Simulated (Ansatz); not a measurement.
# The cluster Hf₃O₄+ (doublet): inputs that go wrong

2 inputs were typed for the cluster Hf₃O₄+ (doublet). Each is run as it stands; the log then has to tell whether the result can be used.

Computed with Ansatz 0.2.0, Gaussian basis. Level: the settings change from run to run.

1 further run of the same task is left out (set aside as unsound or not needed).

### 1 The molecule

The structure was relaxed beforehand with r2SCAN-D4/def2-SVP. Hf takes a core potential in def2 sets; no spin-orbit term is included.

7 atoms, charge 1, spin multiplicity 2.

Atoms are counted from 1 here; the program's logs count them from 0.

Bond lengths: Hf1–O4 1.970 Å, Hf1–O5 1.971 Å, Hf2–O5 1.971 Å, Hf2–O6 1.975 Å, Hf2–O7 1.975 Å, Hf3–O4 1.971 Å, Hf3–O6 1.975 Å, Hf3–O7 1.975 Å. Angles: O4–Hf1–O5 133.1°, O5–Hf2–O6 115.9°, O5–Hf2–O7 115.9°, O6–Hf2–O7 84.5°, O4–Hf3–O6 116.0°, O4–Hf3–O7 115.9°, O6–Hf3–O7 84.5°, Hf1–O4–Hf3 100.0°, Hf1–O5–Hf2 100.0°, Hf2–O6–Hf3 86.1°, Hf2–O7–Hf3 86.1°.

### 2 Attempt 1

in.yaml

```yaml
crystal:
  periodic: [false, false, false]
  atoms:
    - {symbol: Hf, position_ang: [0.490845, -1.601803, -0.954978]}
    - {symbol: Hf, position_ang: [1.021375, 1.164070, 0.131136]}
    - {symbol: Hf, position_ang: [-1.414205, 0.118102, 0.633668]}
    - {symbol: O, position_ang: [-1.341049, -1.651616, -0.230752]}
    - {symbol: O, position_ang: [1.923578, -0.249913, -0.903741]}
    - {symbol: O, position_ang: [0.120040, 0.580011, 1.788922]}
    - {symbol: O, position_ang: [-0.800594, 1.641149, -0.464254]}
basis:
  gaussian: {orbitals: def2-SVPD, fitting: {mean_field: cc-pVTZ-jkfit}}
total_charge: 1
magnetization: {spin_polarized: true, initial_magnetization: 1}
hamiltonian: {xc: {name: PBE0}}
scf: {omitted_lower_state_checks: [starts]}
```

Started as:

```
ansatz run in.yaml --threads 4 --pin off --events-out ev --progress --plain --max-ram 8704MiB
```

Log:

```text
Functional definition: PBE0
  name "PBE0"
  cite "Adamo & Barone, J. Chem. Phys. 110, 6158 (1999) doi:10.1063/1.478522"
  cite "Perdew, Burke & Ernzerhof, Phys. Rev. Lett. 77, 3865 (1996) doi:10.1103/PhysRevLett.77.3865"
  parent pbe
  parameter a = 0.25
  parameter kappa = 0.804
  parameter beta = 0.06672455060314922
  exchange = (1 - a)*pbe_x(kappa = kappa, mu = beta*pi^2/3) + a*exact_x
  correlation = pbe_c(beta = beta)
these checks for a lower state are left out or cut short: starts
Error: <dir> the basis set cc-pVTZ-JKFIT has no functions for Hf
```

Run time: 0.05 s. Hardware: 4 threads of Arm Neoverse V1, shared host.

Diagnosis: The program refused the input. The fitting set named has no entry for an element of this molecule. Cure: leave the fitting key out, or name a set that covers all elements and suits the basis.

### 3 Attempt 2

in.yaml

```yaml
crystal:
  periodic: [false, false, false]
  atoms:
    - {symbol: Hf, position_ang: [0.490845, -1.601803, -0.954978]}
    - {symbol: Hf, position_ang: [1.021375, 1.164070, 0.131136]}
    - {symbol: Hf, position_ang: [-1.414205, 0.118102, 0.633668]}
    - {symbol: O, position_ang: [-1.341049, -1.651616, -0.230752]}
    - {symbol: O, position_ang: [1.923578, -0.249913, -0.903741]}
    - {symbol: O, position_ang: [0.120040, 0.580011, 1.788922]}
    - {symbol: O, position_ang: [0.490845, -1.601803, -0.904978]}
basis:
  gaussian: {orbitals: def2-SVPD, final_grid: {core_spheres: 8, valence_spheres: 7, degree: 23}}
total_charge: 1
magnetization: {spin_polarized: true, initial_magnetization: 3}
hamiltonian: {xc: {name: RPBE}, dispersion: d4}
scf: {omitted_lower_state_checks: [starts]}
output: {forces: true}
```

Launched as before.

Log, cut to the lines that bear on the results:

```text
Functional definition: RPBE
  name "RPBE"
  cite "Hammer, Hansen & Nørskov, Phys. Rev. B 59, 7413 (1999) doi:10.1103/PhysRevB.59.7413"
  cite "Perdew, Burke & Ernzerhof, Phys. Rev. Lett. 77, 3865 (1996) doi:10.1103/PhysRevLett.77.3865"
[...]
1696 factors; their error is unknown
[...]
mean field 14933.28411043 eV, 548.7880689147 hartree, gradient 4.3e-6 eV, S^2 3.759065; 0 other end points of the search recorded, 0 dependent functions left out
[...]
reference 14933.28405791 eV, 548.7880669846 hartree; 35, 32 occupied and 162, 165 virtual orbitals, 1696 factors
Total energy: 14881.39027251 eV, 546.8810055462 hartree
Atom 0 at     0.490845    -1.601803    -0.954978 Å, force    -8.495333    47.229313 -552945.990442 eV/Å
Atom 1 at     1.021375     1.164070     0.131136 Å, force     2.030482     2.368688    -1.339037 eV/Å
Atom 2 at    -1.414205     0.118102     0.633668 Å, force    -3.534957     0.180487    -0.194049 eV/Å
Atom 3 at    -1.341049    -1.651616    -0.230752 Å, force    13.216721     1.590575    -4.293310 eV/Å
Atom 4 at     1.923578    -0.249913    -0.903741 Å, force   -11.251944    -9.185108     0.483372 eV/Å
Atom 5 at     0.120040     0.580011     1.788922 Å, force     0.966179    -2.522295    -1.005251 eV/Å
Atom 6 at     0.490845    -1.601803    -0.904978 Å, force     7.068852   -39.661660 552952.338717 eV/Å
Dipole moment:    -0.219798     0.639794     0.097851 e Å
Checks for a lower state left out: starts
```

Wall time 19 s (4 threads of Arm Neoverse V1, shared host); peak memory 0.64 GiB.

Diagnosis: The run converged, but a converged run isn't a right one. One atom was put on top of another. The shortest distance is 0.05 Å (Hf1–O7), against 1.97 Å in the relaxed molecule. It also asks for charge 1 and multiplicity 4, another species or state than the molecule above. Its energy is no property of the relaxed molecule. Fix: restore the atom's position, and set charge and spin to those of the species named.

### 4 How the tries ended

```
attempt           level      ended                                                               cause    time
      1  PBE0/def2-SVPD    refused  the fitting set named has no entry for an element of this molecule  0.05 s
      2  RPBE/def2-SVPD  converged                                  one atom was put on top of another    19 s
```

In words: 1 refused, 1 converged. A refusal costs next to no computing time. The dangerous case is the input that converges on a wrong geometry, charge, spin, basis or grid: often only a look at the input shows it.
